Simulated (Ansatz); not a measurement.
# CH4B2Cl: the cost of one run

Program: Ansatz 0.2.0. Level of theory: RKS PBE-D4/def2-SVP. These are calculated values, not measurements.

## Step 1: The structure to begin with

Bond lengths: B1–B2 1.623 Å, B2–C3 1.445 Å, B2–Cl4 1.907 Å, B1–H5 1.192 Å, B1–H6 1.194 Å, C3–H7 1.089 Å, C3–H8 1.089 Å. Angles: B1–B2–C3 127.9°, B1–B2–Cl4 118.6°, C3–B2–Cl4 113.5°, B2–B1–H5 126.5°, B2–B1–H6 121.3°, H5–B1–H6 112.2°, B2–C3–H7 122.2°, B2–C3–H8 126.4°, H7–C3–H8 111.4°.

Structure file:

```xyz
8

B    -0.3250    1.3739   -0.2193
B    -0.1248   -0.2329   -0.3310
C     0.4878   -1.1206    0.6307
Cl   -0.7543   -1.1243   -1.8954
H    -0.8290    2.0842   -1.0338
H     0.0403    1.9786    0.7439
H     0.8935   -0.7613    1.5753
H     0.6115   -2.1976    0.5296
```

## Step 2: Relaxing end A

input.yaml

```yaml
crystal:
  periodic: [false, false, false]
  atoms:
    - { symbol: B, position_ang: [-0.32499, 1.37394, -0.21925] }
    - { symbol: B, position_ang: [-0.12481, -0.23291, -0.33098] }
    - { symbol: C, position_ang: [0.48776, -1.12059, 0.63073] }
    - { symbol: Cl, position_ang: [-0.7543, -1.12431, -1.89543] }
    - { symbol: H, position_ang: [-0.82897, 2.08423, -1.03383] }
    - { symbol: H, position_ang: [0.04028, 1.97858, 0.74393] }
    - { symbol: H, position_ang: [0.89349, -0.76134, 1.57527] }
    - { symbol: H, position_ang: [0.61153, -2.1976, 0.52956] }
total_charge: -1
basis:
  gaussian: { orbitals: def2-SVP }
hamiltonian:
  xc: pbe
  dispersion: d4
relax:
  f_tol: 0.015
  max_steps: 40
```

Launch:

```console
> ansatz run input.yaml --threads 1 --pin off --max-ram 2048MiB --backend cpu --events-out ev --progress --plain --runs-dir out
```

Q: Estimate wall time and peak memory on 1 thread of Arm Neoverse V1, shared host.

About 17 s, with a peak of 0.14 GiB.
